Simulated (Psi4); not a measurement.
# BH3O3 (boric acid) at HF/3-21G, part 2 of 2

Psi4 1.11.

### 3 The triplet: a single-point energy at UHF/3-21G

Contents of bh3o3.xyz:

```xyz
7
BH3O3
O     -1.329950    -0.251650     0.184550
B      0.000000     0.000000    -0.000010
O      0.430260     1.279290    -0.210830
O      0.899670    -1.027640     0.026210
H     -1.506600    -1.184610     0.322580
H     -0.292710     1.910130    -0.207270
H      1.799320    -0.725540    -0.115220
```

Contents of run_ase.py:

```python
import numpy as np
from ase.calculators.psi4 import Psi4
from ase.io import read

atoms = read('bh3o3.xyz')
calc = Psi4(atoms=atoms, method='scf', basis='3-21G', memory='2200MB', num_threads=1, charge=0, multiplicity=3, label='psi4-calc', reference='uhf')
calc.psi4.set_options({'puream': True, 'e_convergence': 1e-09, 'd_convergence': 1e-08, 'scf_type': 'pk', 'maxiter': 100})
atoms.calc = calc

print(f'energy: {atoms.get_potential_energy():.6f} eV')
```

Command:

```sh
python run_ase.py
```

psi4-calc.dat:

```text
=> Loading Basis Set <=

    Name: 3-21G
    Role: ORBITAL
    Keyword: BASIS

         ---------------------------------------------------------
                                   SCF
                              UHF Reference
                        1 Threads,   2098 MiB Core
         ---------------------------------------------------------

  ==> Geometry <==

    Molecular point group: c1
    Full point group: C1

    Geometry (in Angstrom), charge = 0, multiplicity = 3:

       Center              X                  Y                   Z               Mass
    ------------   -----------------  -----------------  -----------------  -----------------
         O           -1.329945004315    -0.251649674987     0.184568366306    15.994914619570
         B            0.000004995685     0.000000325013     0.000008366306    11.009305360000
         O            0.430264995685     1.279290325013    -0.210811633694    15.994914619570
         O            0.899674995685    -1.027639674987     0.026228366306    15.994914619570
         H           -1.506595004315    -1.184609674987     0.322598366306     1.007825032230
         H           -0.292705004315     1.910130325013    -0.207251633694     1.007825032230
         H            1.799324995685    -0.725539674987    -0.115201633694     1.007825032230

  Running in c1 symmetry.

  Rotational constants: A =      0.33392  B =      0.33392  C =      0.16696 [cm^-1]
  Rotational constants: A =  10010.81168  B =  10010.73689  C =   5005.38714 [MHz]
  Nuclear repulsion =  116.439590226249052

  Charge       = 0
  Multiplicity = 3
  Electrons    = 32
  Nalpha       = 17
  Nbeta        = 15

  ==> Algorithm <==

  SCF Algorithm Type is PK.
  DIIS enabled.
  MOM disabled.
  Fractional occupation disabled.
  Guess Type is SAD.
  Energy threshold   = 1.00e-09
  Density threshold  = 1.00e-08
  Integral threshold = 1.00e-12

  ==> Primary Basis <==

  Basis Set: 3-21G
    Blend: 3-21G
    Number of shells: 26
    Number of basis functions: 42
    Number of Cartesian functions: 42
    Spherical Harmonics?: true
    Max angular momentum: 1

  ==> Integral Setup <==

  Using in-core PK algorithm.
   Calculation information:
      Number of atoms:                   7
      Number of AO shells:              26
      Number of primitives:             45
      Number of atomic orbitals:        42
      Number of basis functions:        42

      Integral cutoff                 1.00e-12
      Number of threads:                 1

  Performing in-core PK
  Using 816312 doubles for integral storage.
  We computed 55204 shell quartets total.
  Whereas there are 61776 unique shell quartets.

  ==> DiskJK: Disk-Based J/K Matrices <==

    J tasked:                  Yes
    K tasked:                  Yes
    wK tasked:                  No
    Memory [MiB]:             1573
    Schwarz Cutoff:          1E-12

  Minimum eigenvalue in the overlap matrix is 5.8594100517E-02.
  Reciprocal condition number of the overlap matrix is 1.6401029552E-02.
    Using symmetric orthogonalization.

  ==> Pre-Iterations <==

  SCF Guess: Superposition of Atomic Densities via on-the-fly atomic UHF (no occupation information).

   -------------------------
    Irrep   Nso     Nmo
   -------------------------
     A         42      42
   -------------------------
    Total      42      42
   -------------------------

  ==> Iterations <==

                        Total Energy        Delta E     RMS |[F,P]|

   @UHF iter SAD:  -248.72442007564072   -2.48724e+02   0.00000e+00
   @UHF iter   1:  -249.31532780945716   -5.90908e-01   1.13976e-02 ADIIS/DIIS
   @UHF iter   2:  -249.40846400718391   -9.31362e-02   5.57456e-03 ADIIS/DIIS
   @UHF iter   3:  -249.42743270088425   -1.89687e-02   1.36029e-03 ADIIS/DIIS
   @UHF iter   4:  -249.43122584736102   -3.79315e-03   5.68772e-04 ADIIS/DIIS
   @UHF iter   5:  -249.43339978701269   -2.17394e-03   6.85430e-04 ADIIS/DIIS
   @UHF iter   6:  -249.43439605907741   -9.96272e-04   6.40348e-04 ADIIS/DIIS
   @UHF iter   7:  -249.43677561364831   -2.37955e-03   6.62021e-04 ADIIS/DIIS
   @UHF iter   8:  -249.43688351774455   -1.07904e-04   6.60896e-04 ADIIS/DIIS
   @UHF iter   9:  -249.44213319538852   -5.24968e-03   1.24203e-03 ADIIS/DIIS
   @UHF iter  10:  -249.44175210922171    3.81086e-04   6.85439e-04 ADIIS/DIIS
   @UHF iter  11:  -249.44324915154036   -1.49704e-03   3.73901e-04 ADIIS/DIIS
   @UHF iter  12:  -249.44344855349118   -1.99402e-04   2.99152e-05 DIIS
   @UHF iter  13:  -249.44344615772619    2.39576e-06   4.66787e-05 DIIS
   @UHF iter  14:  -249.44344967413198   -3.51641e-06   6.61302e-06 DIIS
   @UHF iter  15:  -249.44344974823932   -7.41073e-08   1.46111e-06 DIIS
   @UHF iter  16:  -249.44344975115592   -2.91661e-09   7.19352e-07 DIIS
   @UHF iter  17:  -249.44344975214483   -9.88905e-10   2.27664e-07 DIIS
   @UHF iter  18:  -249.44344975237766   -2.32831e-10   1.46770e-07 DIIS
   @UHF iter  19:  -249.44344975251619   -1.38527e-10   1.04538e-07 DIIS
   @UHF iter  20:  -249.44344975252466   -8.46967e-12   1.04722e-07 DIIS
   @UHF iter  21:  -249.44344975215091    3.73745e-10   1.01205e-07 DIIS
   @UHF iter  22:  -249.44344975031981    1.83110e-09   7.91912e-08 DIIS
   @UHF iter  23:  -249.44344974856884    1.75098e-09   3.48921e-08 DIIS
   @UHF iter  24:  -249.44344974832146    2.47383e-10   1.44993e-08 DIIS
   @UHF iter  25:  -249.44344974831179    9.66338e-12   6.53436e-09 DIIS
  Energy and wave function converged.

  ==> Post-Iterations <==

   @Spin Contamination Metric:   1.001334891E-02
   @S^2 Expected:                2.000000000E+00
   @S^2 Observed:                2.010013349E+00
   @S   Expected:                1.000000000E+00
   @S   Observed:                1.000000000E+00

    Orbital Energies [Eh]
    ---------------------

    Alpha Occupied:

       1A    -20.702718     2A    -20.397915     3A    -20.394461
       4A     -7.535616     5A     -1.596669     6A     -1.321814
       7A     -1.287661     8A     -0.909537     9A     -0.840224
      10A     -0.794725    11A     -0.680903    12A     -0.634783
      13A     -0.543196    14A     -0.503098    15A     -0.489078
      16A     -0.477344    17A     -0.072813

    Alpha Virtual:

      18A      0.172187    19A      0.289058    20A      0.333900
      21A      0.388639    22A      0.502433    23A      0.526121
      24A      0.618482    25A      0.872432    26A      0.915401
      27A      1.041224    28A      1.165393    29A      1.336391
      30A      1.349854    31A      1.567658    32A      1.771111
      33A      1.816619    34A      1.929711    35A      1.992417
      36A      1.995869    37A      2.040403    38A      2.173915
      39A      2.196505    40A      3.251448    41A      3.483995
      42A      3.506199

    Beta Occupied:

       1A    -20.661676     2A    -20.390553     3A    -20.386710
       4A     -7.521705     5A     -1.441310     6A     -1.298665
       7A     -1.268490     8A     -0.863462     9A     -0.744062
      10A     -0.668053    11A     -0.623217    12A     -0.496033
      13A     -0.480551    14A     -0.475627    15A     -0.392615

    Beta Virtual:

      16A     -0.038277    17A      0.192990    18A      0.307861
      19A      0.340769    20A      0.371622    21A      0.447248
      22A      0.515832    23A      0.545897    24A      0.724096
      25A      0.899298    26A      0.928725    27A      1.078144
      28A      1.174779    29A      1.338592    30A      1.351388
      31A      1.768343    32A      1.798660    33A      1.866326
      34A      1.952197    35A      2.001935    36A      2.047309
      37A      2.049741    38A      2.179497    39A      2.201746
      40A      3.310890    41A      3.499378    42A      3.515193

    Final Occupation by Irrep:
              A
    DOCC [    15 ]
    SOCC [     2 ]
    NA   [    17 ]
    NB   [    15 ]

  @UHF Final Energy:  -249.44344974831179

   => Energetics <=

    Nuclear Repulsion Energy =            116.4395902262490523
    One-Electron Energy =                -574.8707967184759582
    Two-Electron Energy =                 208.9877567439151278
    Total Energy =                       -249.4434497483117923

  UHF NO Occupations:
  HONO-2 :   15  A 1.9980842
  HONO-1 :   16  A 1.0000000
  HONO-0 :   17  A 1.0000000
  LUNO+0 :   18  A 0.0019158
  LUNO+1 :   19  A 0.0010866
  LUNO+2 :   20  A 0.0009595
  LUNO+3 :   21  A 0.0004394

Computation Completed

Properties will be evaluated at   0.000000,   0.000000,   0.000000 [a0]

Properties computed using the SCF density matrix

 Multipole Moments:

 ------------------------------------------------------------------------------------
     Multipole            Electronic (a.u.)      Nuclear  (a.u.)        Total (a.u.)
 ------------------------------------------------------------------------------------

 L = 1.  Multiply by 2.5417464519 to convert [e a0] to [Debye]
 Dipole X            :         -1.7070928            0.0000186           -1.7070742
 Dipole Y            :         -0.5041739           -0.0000181           -0.5041920
 Dipole Z            :          0.2605388            0.0001280            0.2606668
 Magnitude           :                                                    1.7989606

 ------------------------------------------------------------------------------------

	total time  =          1 seconds =       0.02 minutes
```

On the terminal:

```text
energy: -6787.702002 eV
```

It took 1.3 s on 1 thread of Intel Xeon 6975P-C (Granite Rapids), shared host; peak memory 0.2 GiB.

### 4 Outcome

This closing draws on all 2 parts.

Level: HF/3-21G.

| quantity | value |
| --- | --- |
| singlet: total energy | -249.80680 Eh |
| singlet: dipole moment | 0.00 D |
| singlet: HOMO energy | -13.30 eV |
| singlet: LUMO energy | 6.78 eV |
| singlet: HOMO–LUMO gap | 20.08 eV |
| singlet: largest force on an atom | 0.524 eV/Å |
| triplet: total energy | -249.44345 Eh |
| triplet: dipole moment | 4.57 D |
| triplet: HOMO energy (highest over α and β) | -1.98 eV |
| triplet: LUMO energy (lowest over α and β) | -1.04 eV |
| triplet: ⟨S²⟩ | 2.010 |
| vertical energy of the triplet above the singlet | 9.887 eV |

At this shape the triplet lies 9.89 eV (954 kJ/mol) above the singlet. The largest force (singlet) is 0.52 eV/Å: the shape isn't a stationary point for this species at this level.
